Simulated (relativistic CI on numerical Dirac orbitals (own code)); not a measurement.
# Ho XXII (Ho²¹⁺): levels and lines

What are the lowest levels and the strongest lines of Ho²¹⁺? One CI run answers it; further runs change one setting each.

Method: Dirac-Coulomb-Breit CI, KLI orbitals optimised for each configuration, model QED (radiative potential, 1s self-energy scaled to tabulated hydrogen-like ionisation energies). Code: relativistic CI on numerical Dirac orbitals (own code) version 4.

**1. The atom as given**

| Item | Value |
| --- | --- |
| ion | Ho²¹⁺ (Ho XXII) |
| nuclear charge | 67 |
| electrons | 46 |
| isotope | A = 165 |
| first configuration typed | [Kr] 4d10 |

The outer shells:

first configuration typed
```
[Kr] core
4d [↑↓][↑↓][↑↓][↑↓][↑↓]
```

**2. The main run**

Settings, as recorded:

```ini
atom Ho  Z=67  charge=21  electrons=46
nucleus A=165  rms_radius_fm=5.2022
hamiltonian dirac-coulomb  breit=on  qed=on  c_scale=1
orbitals kli  potential=per-configuration
slater_scale 1
correlation none
mixing on
configurations
  [Kr] 4d10
  [Kr] 4d9 4f
  [Ar] 3d10 4s2 4p5 4d10 4f
  [Kr] 4d9 5s
  [Ar] 3d10 4s 4p6 4d10 4f
  [Kr] 4d9 5p
  [Kr] 4d9 5d
  [Ar] 3d10 4s2 4p5 4d10 5s
  [Kr] 4d9 5f
  [Kr] 4d9 6s
  [Ar] 3d10 4s2 4p5 4d10 5p
  [Kr] 4d9 6p
  [Kr] 4d9 5g
  [Kr] 4d9 6d
  [Ar] 3d10 4s2 4p5 4d10 5d
  [Ar] 3d10 4s 4p6 4d10 5s
  [Kr] 4d9 6f
  [Kr] 4d9 7s
  [Ar] 3d10 4p6 4d10 4f2
  [Ar] 3d10 4p6 4d9 4f3
  [Ar] 3d10 4p5 4d10 4f3
  [Ar] 3d10 4p6 4d9 4f2 5s
  [Ar] 3d10 4p6 4d9 4f2 5p
  [Ar] 3d10 4p6 4d9 4f2 5d
end
```

Run with:

```
> python run_levels.py task.json out
```

task.json lists these runs, among others, and the program works through them in turn.

**3. Without QED terms**

Changes to the settings of step 2:

```diff
@@ -2,3 +2,3 @@
 nucleus A=165  rms_radius_fm=5.2022
-hamiltonian dirac-coulomb  breit=on  qed=on  c_scale=1
+hamiltonian dirac-coulomb  breit=on  qed=off  c_scale=1
 orbitals kli  potential=per-configuration
```

**4. The first 3 configurations alone**

Settings, as recorded:

```ini
atom Ho  Z=67  charge=21  electrons=46
nucleus A=165  rms_radius_fm=5.2022
hamiltonian dirac-coulomb  breit=on  qed=on  c_scale=1
orbitals kli  potential=per-configuration
slater_scale 1
correlation none
mixing on
configurations
  [Kr] 4d10
  [Kr] 4d9 4f
  [Ar] 3d10 4s2 4p5 4d10 4f
end
```

(Steps that only read results are left out.)

What does the calculation give? Wanted: lowest level; first excitation; lowest level of the other parity; fastest E1 line; ionisation energy.

**Answer**, as computed:

| run | time | mean size of shift, levels followed (cm⁻¹) | lowest level | ionisation energy (eV) |
| --- | --- | --- | --- | --- |
| main run | 4.5 s | 0 | 4d10 1S0 | 715.79 |
| without QED terms | 3.2 s | 28.7 | 4d10 1S0 | 715.76 |
| the first 3 configurations alone | 0.27 s | 155 | 4d10 1S0 | - |

The tabulated theoretical ionisation energy (NIST) is 715 eV.

```
                                                                         quantity                       value
                                                                     lowest level                    4d10 1S0
                                                                 first excitation      4d9 4f 3P°0, 154.53 eV
                                                 lowest level of the other parity      4d9 4f 3P°0, 154.53 eV
                                                              levels in the model                        2670
fastest E1 line (by rate) to the lowest level among the lowest 197 of 2670 levels  5.904 nm, from 4d9 4f 1P°1
                                                                ionisation energy                   715.79 eV
                                  ionisation energy, tabulated theoretical (NIST)                      715 eV
```

**Reading.** 4d10 1S0 comes out lowest; its LS label holds 100 % and its jj label 100 %; over the low levels the means are 69 and 80 %, so jj coupling describes them better. The ionisation energy agrees with the tabulated theoretical value within its uncertainty of 4 eV. Of the changes tried, the run «the first 3 configurations alone» moves the low levels most, by 155 cm⁻¹ on average. Lifetimes count radiative decay inside the model alone.
